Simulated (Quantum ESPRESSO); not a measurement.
The system is BiS.

```
Bi S
1.0
     4.00294    0.00000    0.00000
     0.00000    4.00294    0.00000
     0.00000    0.00000    4.00294
Bi S
1 1
Direct
  0.50000 0.50000 0.50000
  0.00000 0.00000 0.00000
```

The cell was built by a generator and needn't be a form met in nature.

* Program: Quantum ESPRESSO 7.5
* Task: phonons
* Functional: PBE
* Dispersion: D2
* Potentials or basis: GBRV 1.5 PBE
* Cutoff: 612 eV
* Density cutoff: 4898 eV
* k mesh: 7 × 7 × 7
* Occupations: cold, width 0.2 eV
* Spin: no spin polarisation
* Mixing beta: 0.5
* Most SCF iterations: 120
* SCF threshold: 4e-10 Ry

The cell and the atoms were relaxed first, to 23.09 Å³/atom (a = 3.588 Å, b = 3.588 Å, c = 3.588 Å, α = 90.00°, β = 90.00°, γ = 90.00°), and the response was taken there.

Question: What is the highest optical frequency at the zone centre?

Answer: 81i cm⁻¹, a mode of symmetry T1u (IR).

Optical modes at Γ, degenerate ones joined:
| cm⁻¹ | components | symmetry | active in |
| --- | --- | --- | --- |
| 81i | 3 | T1u | IR |

Caveat: the mesh is thin for the phonons of a metal; some modes are imaginary; the volume moved by over 15 % at a fixed basis, so the end points are rough; pairwise dispersion overbinds metals, which lowers pressure and volume.
